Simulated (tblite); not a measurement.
# C4H9FSi3: the cost of one run

The runs use tblite 0.8.0 and PySCF 2.14.0, with density-fitted response routines of our own; the level of theory stands in each step. All values are computed, except where a source is named. Atoms are numbered from 0 throughout.

## Step 1: The starting structure

17 atoms, charge 0, multiplicity 1; geometry from: force field or distance geometry start.

Bonds of the start (Å): F0–Si1 1.68, Si1–C2 1.90, C2–Si3 1.87, Si3–C4 1.82, C4–C5 1.21, C5–Si6 1.84, Si3–C7 1.87, C7–Si1 1.87, Si1–H8 1.48, C2–H9 1.11, C2–H10 1.08, Si3–H11 1.46, Si6–H12 1.45, Si6–H13 1.47, Si6–H14 1.49, C7–H15 1.10, C7–H16 1.11.

## Step 2: Relaxing the molecule with GFN2-xTB

The job: settings as JSON, then the geometry in Å.

```
{"job": {"kind": "relax", "xc": "GFN2-xTB", "basis": "xTB"}, "charge": 0, "multiplicity": 1}
F     -3.411100    -2.108700     0.013700
Si    -2.885100    -0.536600     0.301600
C     -1.488200    -0.446500     1.590400
Si    -0.709100     0.820500     0.462000
C      1.078200     0.500700     0.352000
C      2.268500     0.307800     0.242100
Si     4.083200     0.046700     0.078300
C     -1.629300     0.041000    -0.960900
H     -3.952200     0.460600     0.524200
H     -1.889500     0.030700     2.509500
H     -0.962200    -1.383000     1.739700
H     -1.084600     2.199200     0.745500
H      4.390000    -0.789000    -1.063000
H      4.588500    -0.483800     1.352700
H      4.769800     1.351700    -0.158100
H     -2.066300     0.800400    -1.632400
H     -1.107600    -0.799700    -1.457600
```

Launch:

```bash
> OMP_NUM_THREADS=1 python probes_run.py task.json out
```

This one command runs all jobs of the session in turn.

Q: Estimate the wall time and peak memory of this first job on 1 thread of Arm Neoverse V1, shared host.

About 1 s, with a peak of 0.18 GiB.
